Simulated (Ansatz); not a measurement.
# CuO+ (quintet): from Hartree-Fock to the top rungs, def2-QZVPP

The task here is to estimate one member of a computed series from the others.

The runs use Ansatz 0.2.0, Gaussian basis; def2-QZVPP, core rule «outside noble gas», up to 10 orbitals frozen.

The runs, in order: UHF; ROHF; CCSD(T) on UHF.

2 further runs of the same task are left out: 2 set aside as unsound or not needed.

## What is computed

The geometry is a PBE0/def2-TZVP stationary point (not a proven minimum) of the parent state, kept for this charge and spin.

2 atoms, charge 1, spin multiplicity 5.

Atoms are counted from 1 here; the program's logs count them from 0.

Bond lengths: Cu1–O2 1.812 Å.

Set-up of the first run:

in.yaml

```yaml
crystal:
  periodic: [false, false, false]
  atoms:
    - {symbol: Cu, position_ang: [0.000000, 0.000000, 0.000000]}
    - {symbol: O, position_ang: [0.000000, 0.000000, 1.811600]}
basis:
  gaussian: {orbitals: "def2-QZVPP.json"}
total_charge: 1
magnetization: {spin_polarized: true, initial_magnetization: 4}
hamiltonian: {xc: hf}
output: {orbitals: {seedname: orbitals}}
```

The run is started by

```sh
> ansatz run in.yaml --threads 1 --pin off --events-out ev --progress --plain --max-ram 4096MiB --backend cpu
```

Among the steps run: UHF; ROHF; CCSD(T) on UHF.

One table of the session follows, with a row left open; its other results are not shown here.

It belongs to the step «Misses and costs». 

```
  method  from UCCSD(T) (kJ/mol)
    ROHF                 +1492.5
     UHF                       ?
    UMP2                   +28.2
   UCCSD                   +47.7
UCCSD(T)                       0
```

**Question.** Estimate the row for UHF.

As computed: from UCCSD(T) (kJ/mol): +1462.7. In the column «from UCCSD(T) (kJ/mol)» it lies between UCCSD (+47.7) and ROHF (+1492.5).
